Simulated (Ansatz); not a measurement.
# GeNH₂+ (quintet): wave-function methods side by side, cc-pVDZ

How much of the correlation energy of GeNH₂+ (quintet) does each wave-function method recover here?

Computed with Ansatz 0.2.0, Gaussian basis. Level: cc-pVDZ, core rule «outside noble gas», up to 15 orbitals frozen.

To be run: UHF; CCSD(T) on ROHF; CCSD(T) on UHF; BCCD(T) on ROHF; CISD; CCSDT(Q) on ROHF; CCSDT(Q) on UHF; CASSCF and MRCISD+Q, 10 electrons in 10 orbitals; CASSCF and NEVPT2, 10 electrons in 10 orbitals.

23 further runs of the same task are left out: 2 for a known fault of the program, 9 that didn't finish, 12 set aside as unsound or not needed.

## 1. The geometry

The geometry is a PBE0/def2-TZVP stationary point (not a proven minimum) of the parent state, kept for this charge and spin. No spin-orbit coupling is included. The filled d shell of Ge may be among the frozen orbitals whatever the setting's name suggests; the logs give the count.

4 atoms, charge 1, spin multiplicity 5.

Atoms are counted from 1 here; the program's logs count them from 0.

Bond lengths: Ge1–N2 1.931 Å, Ge1–H3 1.558 Å, N2–H4 1.027 Å. Angles: N2–Ge1–H3 110.8°, Ge1–N2–H4 110.3°.

## 2. UHF

Contents of in.yaml:

```yaml
crystal:
  periodic: [false, false, false]
  atoms:
    - {symbol: Ge, position_ang: [0.002496, 0.044611, 0.321966]}
    - {symbol: N, position_ang: [-0.074202, -0.171566, -1.595492]}
    - {symbol: H, position_ang: [0.284433, -1.318092, 1.022012]}
    - {symbol: H, position_ang: [0.566824, 0.487213, -2.053874]}
basis:
  gaussian: {orbitals: cc-pVDZ}
total_charge: 1
magnetization: {spin_polarized: true, initial_magnetization: 4}
hamiltonian: {xc: hf}
output: {orbitals: {seedname: orbitals}}
```

The run is started by

```console
ansatz run in.yaml --threads 1 --pin off --events-out ev --progress --plain --max-ram 2393MiB
```

Further steps of the session: CCSD(T) on ROHF; CCSD(T) on UHF; BCCD(T) on ROHF; CISD; CCSDT(Q) on ROHF; CCSDT(Q) on UHF; CASSCF and MRCISD+Q, 10 electrons in 10 orbitals; CASSCF and NEVPT2, 10 electrons in 10 orbitals.

Q: Predict the results of all the runs planned. Wanted: UCCSDT(Q) below the RHF energy; RMP2 from UCCSDT(Q); UMP2 from UCCSDT(Q); RCCSD from UCCSDT(Q); RCCSD(T) from UCCSDT(Q); UCCSD(T) from UCCSDT(Q); RCCSDT(Q) from UCCSDT(Q); NEVPT2 valence from UCCSDT(Q); MRCISD+Q valence from UCCSDT(Q).

As calculated:

| quantity | value |
| --- | --- |
| UCCSDT(Q) below the RHF energy | -5.3202 eV |
| RMP2 from UCCSDT(Q) | +1076.2 meV |
| UMP2 from UCCSDT(Q) | +1043.1 meV |
| RCCSD from UCCSDT(Q) | +153.0 meV |
| RCCSD(T) from UCCSDT(Q) | +46.3 meV |
| UCCSD(T) from UCCSDT(Q) | +31.3 meV |
| RCCSDT(Q) from UCCSDT(Q) | +14.9 meV |
| NEVPT2 valence from UCCSDT(Q) | +848.8 meV |
| MRCISD+Q valence from UCCSDT(Q) | +63.7 meV |
| levels within 1 kcal/mol (43 meV) | UCCSD(T), RCCSDT, UCCSDT, RCCSDT(Q) |
| T1 diagnostic | 0.033 |
| effectively unpaired electrons | 4.01 |

In words: RCCSD(T) lands +46.3 meV from the yardstick (0.9 % of the correlation energy). One determinant dominates. Of the multireference levels listed MRCISD+Q valence comes nearest in total energy (+63.7 meV), which doesn't show that its space is the better one. These misses are within one basis, not against nature; the frozen cores of restricted and unrestricted runs differ, which can shift their rows.
